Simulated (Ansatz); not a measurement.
**FH₂InS: taking an electron away**

One table from this session's results is given with a row withheld; the runs are named, their logs left out.

Method: unrestricted cation, the program's frozen cores in correlated methods; program: Ansatz 0.2.0, Gaussian basis.

Plan: UKS PBE-D4/def2-TZVPP; UKS r2SCAN-D4/def2-TZVPP; UKS PBE0-D4/def2-TZVPP; UKS B3LYP-D4/def2-TZVPP; UKS wB97X-V/def2-TZVPP; UKS wB97M-V/def2-TZVPP; UKS B2PLYP/def2-TZVPP; UHF-CCSD(T)/def2-TZVPP; UHF-CCSD(T)/def2-QZVPP; extrapolation to the limit; then −ε(HOMO) from the neutral's earlier runs with LDA (SPW92), PBE-D4, revPBE-D4, BLYP-D4, r2SCAN-D4, B97M-V, PBE0-D4, B3LYP-D4, r2SCANh-D4, r2SCAN0-D4, HSE06-D4, BHLYP-D4, CAM-B3LYP-D4, LC-ωPBE, ωB97X-V, ωB97M-V.

1 further run of the same task is left out (for a known fault of the program).

**The relaxed structure**

All runs share one geometry, relaxed beforehand with PBE0-D4 in a triple-zeta def2 set. In takes the def2 core potential; no spin-orbit term is included.

SMILES `[F][InH][SH]`, 5 atoms, charge 0, spin multiplicity 1.

Atoms are counted from 1 here; the program's logs count them from 0.

Bond lengths: F1–In2 1.954 Å, In2–S3 2.360 Å, In2–H4 1.693 Å, S3–H5 1.345 Å. Angles: F1–In2–S3 107.9°, F1–In2–H4 117.6°, S3–In2–H4 134.5°, In2–S3–H5 91.2°.

Set-up of the first run:

in.yaml

```yaml
crystal:
  periodic: [false, false, false]
  atoms:
    - {symbol: F, position_ang: [-1.098270, -1.195141, 0.957975]}
    - {symbol: In, position_ang: [-0.537382, 0.020819, -0.465521]}
    - {symbol: S, position_ang: [1.648078, 0.758887, 0.030922]}
    - {symbol: H, position_ang: [-1.633040, 0.317652, -1.722146]}
    - {symbol: H, position_ang: [1.670513, 0.024181, 1.157370]}
basis:
  gaussian: {orbitals: def2-TZVPP}
total_charge: 1
magnetization: {spin_polarized: true, initial_magnetization: 1}
hamiltonian: {xc: pbe, dispersion: d4}
```

Run with:

```
> ansatz run in.yaml --threads 2 --pin off --events-out ev --progress --plain --max-ram 32768MiB --backend cpu
```

Among the steps run: Cation, UKS PBE-D4/def2-TZVPP; Cation, UKS r2SCAN-D4/def2-TZVPP; Cation, UKS PBE0-D4/def2-TZVPP; Cation, UKS B3LYP-D4/def2-TZVPP; Cation, UKS wB97X-V/def2-TZVPP; Cation, UKS wB97M-V/def2-TZVPP; Cation, UKS B2PLYP (frozen core)/def2-TZVPP; Cation, UHF-CCSD(T)/def2-TZVPP; Cation, UHF-CCSD(T)/def2-QZVPP.

One of the session's tables, all rows but one given; the rest of the session is left out.

Orbital estimates, from the neutral's runs:

| functional | −ε(HOMO) (eV) |
| --- | --- |
| LDA (SPW92) | 6.83 |
| PBE-D4 | 6.67 |
| revPBE-D4 | 6.61 |
| BLYP-D4 | 6.52 |
| r2SCAN-D4 | 6.96 |
| B97M-V | 7.02 |
| PBE0-D4 | 7.88 |
| B3LYP-D4 | 7.64 |
| r2SCANh-D4 | 7.40 |
| r2SCAN0-D4 | 8.07 |
| HSE06-D4 | 7.48 |
| BHLYP-D4 | 8.95 |
| CAM-B3LYP-D4 | ? |
| LC-ωPBE | 10.59 |
| ωB97X-V | 10.22 |
| ωB97M-V | 10.06 |

Estimate the missing values for CAM-B3LYP-D4.

**Answer.** −ε(HOMO) (eV): 9.20. In the column «−ε(HOMO) (eV)» it lies between BHLYP-D4 (8.95) and ωB97M-V (10.06).
